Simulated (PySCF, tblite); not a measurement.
# C₄H₉ClO₂Si: geometry, infrared bands and NMR shifts

Wanted: the infrared bands and NMR shifts of C₄H₉ClO₂Si (`[SiH3]O[C@@H]1OCC[C@H]1Cl`), by calculation.

Programs: tblite 0.8.0 and PySCF 2.14.0, with density-fitted response routines of our own. Each step states its level of theory. These are calculated values for one molecule in the gas phase, unless marked as measured. Atoms count from 0, in the outputs and in this text.

## 1. The molecule as given

17 atoms, charge 0, multiplicity 1; geometry from: force field or distance geometry start.

Bonds of the start (Å): Si0–O1 1.68, O1–C2 1.42, C2–O3 1.43, O3–C4 1.44, C4–C5 1.52, C5–C6 1.52, C6–Cl7 1.79, C6–C2 1.54, Si0–H8 1.48, Si0–H9 1.47, Si0–H10 1.48, C2–H11 1.09, C4–H12 1.10, C4–H13 1.09, C5–H14 1.09, C5–H15 1.09, C6–H16 1.09.

## 2. Optimising the geometry with GFN2-xTB

What the job is given:

```
{"job": {"kind": "relax", "xc": "GFN2-xTB", "basis": "xTB"}, "charge": 0, "multiplicity": 1}
Si     2.759000    -0.350900    -0.346300
O      1.111900    -0.452700    -0.638700
C      0.278500     0.554500    -0.091900
O      0.066500     0.361500     1.305800
C     -1.253200    -0.167300     1.528300
C     -1.808500    -0.546400     0.161900
C     -1.105100     0.429000    -0.762000
Cl    -1.962700     2.000400    -0.781400
H      3.057300    -0.647900     1.075500
H      3.449400    -1.326500    -1.206500
H      3.207100     1.016300    -0.697400
H      0.698300     1.550100    -0.262400
H     -1.857200     0.621300     2.002400
H     -1.201800    -1.018800     2.202100
H     -2.899600    -0.510500     0.126500
H     -1.490300    -1.566500    -0.067100
H     -1.056600     0.066300    -1.785700
```

Run with:

```bash
$ OMP_NUM_THREADS=1 python probes_run.py task.json out
```

The driver reads the jobs from task.json and runs them one after another.

**Question.** This job is followed by: GFN2-xTB harmonic vibrations, gas phase; GIAO PBE0/pcSseg-1 NMR shielding, non-relativistic, gas phase. What will the session give for the following? strongest single infrared mode (GFN2-xTB); zero-point energy (GFN2-xTB); ¹³C shifts against TMS (PBE0/pcSseg-1); ¹H shifts against TMS (PBE0/pcSseg-1, means over atoms taken as alike); ²⁹Si shifts against TMS (PBE0/pcSseg-1); ¹⁷O shifts against H2O (PBE0/pcSseg-1); ³⁵Cl shifts against HCl (PBE0/pcSseg-1); surface potential, 1st and 99th percentile.

**Answer**, as computed:

| quantity | value |
| --- | --- |
| strongest single infrared mode (GFN2-xTB) | 824 cm⁻¹, 430 km/mol |
| zero-point energy (GFN2-xTB) | 77.3 kcal/mol |
| ¹³C shifts against TMS (PBE0/pcSseg-1) | 110.2, 72.9, 67.9, 36.3 ppm |
| ¹H shifts against TMS (PBE0/pcSseg-1, means over atoms taken as alike) | 5.70, 4.62, 4.58, 4.37, 4.10, 2.39, 1.87 ppm |
| ²⁹Si shifts against TMS (PBE0/pcSseg-1) | -45.4 ppm |
| ¹⁷O shifts against H2O (PBE0/pcSseg-1) | 94.5, 83.2 ppm |
| ³⁵Cl shifts against HCl (PBE0/pcSseg-1) | 139 ppm |
| surface potential, 1st and 99th percentile | -1.15 V and 1.05 V |

What this shows: The optimisation took 149 steps and gained 0.254 eV; among the close pairs (by a distance rule), Si0–O1 changed most, from 1.676 to 1.637 Å. All 45 modes are real, so the xTB geometry is a minimum. The strongest single mode, at 824 cm⁻¹, is spread over several atoms, H8, H10, H9, Si0 among them. GFN2-xTB is a fitted tight-binding method: band positions and strengths are rough. Its intensities can rank the bands wrongly. The most deshielded hydrogen is H11 (hydrogen on an sp3 carbon bearing two oxygens), at 5.70 ppm: its carbon carries O, hence the downfield position. At PBE0/pcSseg-1: The widest tensor belongs to Cl7: span 493 ppm, with a paramagnetic part of -336 ppm.
